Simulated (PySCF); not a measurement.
# C3H3Cl3Sn: the cost of one run

Programs: PySCF 2.14.0, with routines of our own; each step states its level. All values are computed. Atoms count from 0.

## 1. The system as given

10 atoms, charge 0, multiplicity 1; geometry from: GFN2-xTB.

## 2. Relaxing the molecule at PBE0-D3(BJ)/def2-SVP

The job: settings as JSON, then the geometry in Å.

```
{"job": {"xc": "PBE0", "basis": "def2-SVP", "d3": "d3bj", "grid": 1, "maxiter": 30, "shake": 0.01, "kind": "geom"}, "charge": 0, "multiplicity": 1}
C     -2.227410     0.658630    -0.344190
C     -1.215650     0.393760     0.384270
C     -0.167410     0.099060     1.016120
Sn     1.721120    -0.532470    -0.132980
Cl     3.558100    -0.736770     1.269650
Cl     1.438370    -2.607050    -1.203710
Cl     2.291210     0.974170    -1.827300
H     -2.417640     1.694820    -0.693570
H     -2.984400    -0.058220    -0.576010
H      0.054150     0.093140     2.086670
```

Started as:

```console
$ OMP_NUM_THREADS=1 python heavy_run.py task.json out
```

This one command runs all jobs of the session in turn.

Q: Estimate the wall time and peak memory of this first job on 1 thread of Arm Neoverse V2, shared host.

About 79 s, with a peak of 0.57 GiB.
